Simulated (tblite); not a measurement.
# H11NOSi4: the cost of one run

The runs use tblite 0.8.0 and PySCF 2.14.0, with density-fitted response routines of our own; the level of theory stands in each step. All values are computed, except where a source is named. Atoms are numbered from 0 throughout.

### Step 1. The starting structure

17 atoms, charge 0, multiplicity 1; geometry from: force field or distance geometry start.

Bonds of the start (Å): N0–Si1 1.79, Si1–Si2 2.24, Si1–Si3 2.22, Si1–Si4 2.21, Si4–O5 1.71, N0–H6 1.04, N0–H7 1.03, Si2–H8 1.46, Si2–H9 1.47, Si2–H10 1.48, Si3–H11 1.47, Si3–H12 1.46, Si3–H13 1.47, Si4–H14 1.49, Si4–H15 1.47, O5–H16 0.99.

### Step 2. Geometry optimisation with GFN2-xTB

Job settings and geometry (Å):

```
{"job": {"kind": "relax", "xc": "GFN2-xTB", "basis": "xTB"}, "charge": 0, "multiplicity": 1}
N      0.136200    -1.596800     1.424500
Si     0.159900    -0.279100     0.214100
Si     0.585200     1.707800     1.152100
Si     1.832000    -0.688800    -1.191400
Si    -1.718800    -0.293700    -0.958900
O     -2.705500     1.075200    -0.680000
H     -0.298500    -1.270000     2.314800
H     -0.390700    -2.428300     1.109300
H     -0.566400     2.159500     1.935000
H      1.757800     1.518600     2.016700
H      0.923900     2.638700     0.057800
H      2.909900     0.275400    -0.911900
H      1.291100    -0.489400    -2.536700
H      2.421200    -2.021300    -1.010900
H     -1.340200    -0.334400    -2.394800
H     -2.512400    -1.511200    -0.709700
H     -2.491900     1.549800     0.160000
```

Launch:

```sh
$ OMP_NUM_THREADS=1 python probes_run.py task.json out
```

One launch serves the whole session: the jobs run in the order shown.

**Question.** How long does this first job take on 1 thread of AMD EPYC 9R45, shared host, and how much memory does it need?

About 1.1 s, with a peak of 0.18 GiB.
